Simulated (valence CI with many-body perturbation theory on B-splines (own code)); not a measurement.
**Levels and ionisation energy of Cs³⁴⁺**

Aim: the low levels of Cs³⁴⁺, its ionisation energy, and how pure its levels are, set against NIST.

Method: configuration interaction of the valence electrons, many-body perturbation theory for a frozen closed Dirac-Fock core, no-pair Dirac Hamiltonian, B-spline basis. Code: an in-house CI+MBPT code version 3.

### Step 1. The system

```
element                                      : caesium (Z = 55, A = 133)
charge                                       : +34
frozen core                                  : [Ar]
start configuration of the valence electrons : 3d3
nuclear rms radius                           : 4.8041 fm
```

### Step 2. The run

Settings, as recorded:

```ini
atom Cs  Z=55  mass_number=133  rms_radius_fm=4.8041
core [Ar]
valence 3d3
avg = 1
basis = L
breit = 1
cap = 40000
capref = 1200
cscale = 1
de = 0.0
dress = 0
eps = 2e-08
h = 0.27
hh = 1
l2 = 3
lcore = 6
maxit = 60
n2 = 5
natural = 1
nlev = 60
nno = [6, 6, 7, 6, 4, 3, 1]
nroot = 26
nsp = [3, 3, 3, 2, 1, 0, 0]
pt2 = 1
qed = 1
rpa = 1
s1 = 1
s2 = 1
s3 = 1
screen = 1
tol = 2e-05
```

Started as:

```sh
python run_cv.py task.json out
```

task.json holds these settings.

Log:

```text
rmax 3.3 intervals 58 orbitals 81 references ['3d3', '3d2 4s', '3d2 4p'] scf 3
2J=4 par=0 roots 2 ref 48 generators 3 cand 1136/1136 P 876/876 nnz 0 it 0
2J=4 par=0 roots 2 ref 48 generators 3 cand 308/308 P 1048/1048 nnz 0 it 0
   second order: generators 6 cand 136/136 e2 -0.00000 -0.00000
2J=0 par=0 roots 2 ref 19 generators 2 cand 342/342 P 353/353 nnz 0 it 0
2J=0 par=0 roots 2 ref 19 generators 2 cand 8/8 P 361/361 nnz 0 it 0
   second order: generators 3 cand 0/0 e2 -0.00000 -0.00000
2J=6 par=0 roots 2 ref 38 generators 2 cand 1145/1145 P 747/747 nnz 0 it 0
2J=6 par=0 roots 2 ref 38 generators 4 cand 436/436 P 914/914 nnz 0 it 0
   second order: generators 9 cand 269/269 e2 -0.00000 -0.00000
reference levels 673, estimated 19, window 564129 1/cm; series limit 13987175, core excitation 1555412
2J=3 par=0 roots 5 ref 71 generators 4 cand 2157/4991 P 2022/5313 nnz 7.5e+06 it 5
2J=3 par=0 roots 5 ref 71 generators 4 cand 1047/2249 P 2488/6450 nnz 1.1e+07 it 4
   second order: generators 5 cand 2108/5075 e2 -0.00001 -0.00000
2J=5 par=0 roots 5 ref 79 generators 3 cand 2493/6859 P 2015/6275 nnz 1.1e+07 it 4
2J=5 par=0 roots 5 ref 79 generators 3 cand 1222/3162 P 2567/7851 nnz 1.6e+07 it 4
   second order: generators 4 cand 2261/6658 e2 -0.00001 -0.00000
2J=7 par=0 roots 3 ref 66 generators 2 cand 2436/7109 P 1851/5890 nnz 9.4e+06 it 4
2J=7 par=0 roots 3 ref 66 generators 2 cand 1341/3785 P 2430/7687 nnz 1.6e+07 it 4
   second order: generators 2 cand 762/1988 e2 -0.00001 -0.00000
2J=9 par=0 roots 3 ref 49 generators 3 cand 2123/6112 P 1689/5317 nnz 7.9e+06 it 4
2J=9 par=0 roots 3 ref 49 generators 3 cand 1253/3342 P 2197/6848 nnz 1.3e+07 it 4
   second order: generators 3 cand 745/1811 e2 -0.00001 -0.00000
2J=1 par=0 roots 2 ref 43 generators 2 cand 1288/2028 P 1727/2811 nnz 2.1e+06 it 4
2J=1 par=0 roots 2 ref 43 generators 2 cand 899/1405 P 2102/3452 nnz 3.2e+06 it 4
   second order: generators 2 cand 524/764 e2 -0.00000 -0.00000
2J=11 par=0 roots 1 ref 25 generators 1 cand 1610/4347 P 1247/3627 nnz 4e+06 it 4
2J=11 par=0 roots 1 ref 25 generators 1 cand 1261/3241 P 1642/4754 nnz 6.7e+06 it 4
   second order: generators 1 cand 866/2114 e2 -0.00001 -0.00001
left out: unestimated 7275389, estimated 2031592984, shifts from estimates -5 to 18
```

Run time: 36 s. Hardware: 1 thread of Arm Neoverse V2, shared host; peak memory 0.56 GiB.

In the log, the blocks before «reference levels» are the next ion; each later block is one J and parity (par 1 is odd): roots sought, reference size, generators, candidates and the variational space P (configurations/state functions), Hamiltonian entries, Davidson iterations; e2 is the second-order remainder in hartree. Σ1, Σ2 and Σ3 are the one-, two- and three-electron terms by which the core's correlation enters. In the settings nsp and nno count spectroscopic and correlating orbitals by l, and s1, s2, s3 switch or scale the Σ terms.

### Step 3. Levels

Levels from the run's result record, above the lowest; ° marks odd parity; each level is named by its leading configuration and LS term.

```
 #        level  configuration weight  term weight  energy (cm⁻¹)      g  lifetime (s)
 0   3d3 ⁴F 3/2                  1.00         0.63            0.0  0.597             -
 1   3d3 ⁴F 5/2                  1.00         0.90          99772  1.042      3.30e-05
 2   3d3 ⁴P 3/2                  1.00         0.42         143618  1.268      3.24e-05
 3   3d3 ⁴F 7/2                  1.00         0.58         145334  1.107      4.53e-04
 4   3d3 ²G 9/2                  1.00         0.43         158071  1.099      4.35e-02
 5   3d3 ⁴P 1/2                  1.00         0.64         167335  1.941      9.38e-05
 6   3d3 ⁴P 5/2                  1.00         0.73         254498  1.458      5.92e-05
 7   3d3 ²G 7/2                  1.00         0.56         256321  1.033      1.36e-05
 8   3d3 ⁴F 9/2                  1.00         0.52         271825  1.126      2.36e-05
 9   3d3 ²D 3/2                  1.00         0.42         300778  1.153      8.80e-06
10   3d3 ²P 1/2                  1.00         0.64         314841  1.385      1.58e-05
11  3d3 ²H 11/2                  1.00         1.00         327867  1.085      5.06e-05
12   3d3 ²D 5/2                  1.00         0.87         347291  1.166      2.26e-05
13   3d3 ²F 5/2                  1.00         0.66         365771  1.044      2.57e-05
14   3d3 ²F 7/2                  1.00         0.89         382659  1.114      3.16e-05
15   3d3 ²G 9/2                  1.00         0.57         419826  1.113      9.87e-06
16   3d3 ²P 3/2                  1.00         0.52         436082  1.156      1.04e-05
17   3d3 ²D 3/2                  1.00         0.90         532546  0.863      9.46e-06
18   3d3 ²D 5/2                  1.00         0.70         564138  1.149      5.48e-06
```

### Step 4. The Hamiltonian term by term

The same run repeats the diagonalisation with simpler Hamiltonians; each column adds a term to the one before, and the last is the full result. Excitation energies in cm⁻¹:

```tsv
level	valence CI alone	+ Σ1	+ Σ2	+ Σ3	+ Breit	full, with QED
3d3 ⁴F 5/2	100960	101791	103807	104011	99392	99772
3d3 ⁴P 3/2	147049	147830	145652	146640	143281	143618
3d3 ⁴F 7/2	150111	151100	152567	152602	144898	145334
3d3 ²G 9/2	164285	165201	166768	166597	157675	158071
3d3 ⁴P 1/2	172718	173584	170113	171279	166968	167335
3d3 ⁴P 5/2	261873	263154	259940	260234	253958	254498
3d3 ²G 7/2	261581	263228	265312	265093	255593	256321
3d3 ⁴F 9/2	278314	280076	282980	283315	271048	271825
ionisation energy (eV)	2223.69	2226.30	2231.79	2231.84	2230.48	2230.58
```

### Step 5. Lines

Only forbidden lines are listed; the levels computed give no E1 line. Rates are at computed energies, electric ones in the length gauge, E1 and E2 with static core polarisation; wavelengths are in vacuum.

```tsv
upper	lower	type	λ (nm)	A (1/s)	branching
3: 3d3 ⁴F 7/2	1: 3d3 ⁴F 5/2	M1	219.5	2.21e+03	1.00
2: 3d3 ⁴P 3/2	1: 3d3 ⁴F 5/2	M1	228.1	7.58e+02	0.02
5: 3d3 ⁴P 1/2	2: 3d3 ⁴P 3/2	M1	421.6	3.21e+02	0.03
4: 3d3 ²G 9/2	3: 3d3 ⁴F 7/2	M1	785.1	2.30e+01	1.00
```

### Step 6. What came out

| quantity | computed | tabulated |
| --- | --- | --- |
| lowest level | 3d3 ⁴F 3/2 | 3d3 ⁴F3/2 |
| first excitation | 3d3 ⁴F 5/2, 99772 cm⁻¹ | - |
| ionisation energy, to 3d2 ³F J = 2 | 2230.6 eV | 2230 ± 5 eV (tabulated theoretical) |
| hyperfine A/(μ/I) of the lowest level | 35693 MHz | - |
| no level missing from the run's list below | 1244325 cm⁻¹ | - |

**Reading.** The ionisation energy is 0.6 eV (0.03 %) above the NIST entry, whose uncertainty is 5 eV. Of the added terms Σ2 moves the ionisation energy most, by +5.49 eV. The lowest level is 100 % 3d3, but only 63 % ⁴F beside 28 % ²D, so its LS name says little. Cautions: by estimate large intervals hold to a few tenths of a per cent, small ones and the rates on them less well; only levels of one parity were solved.
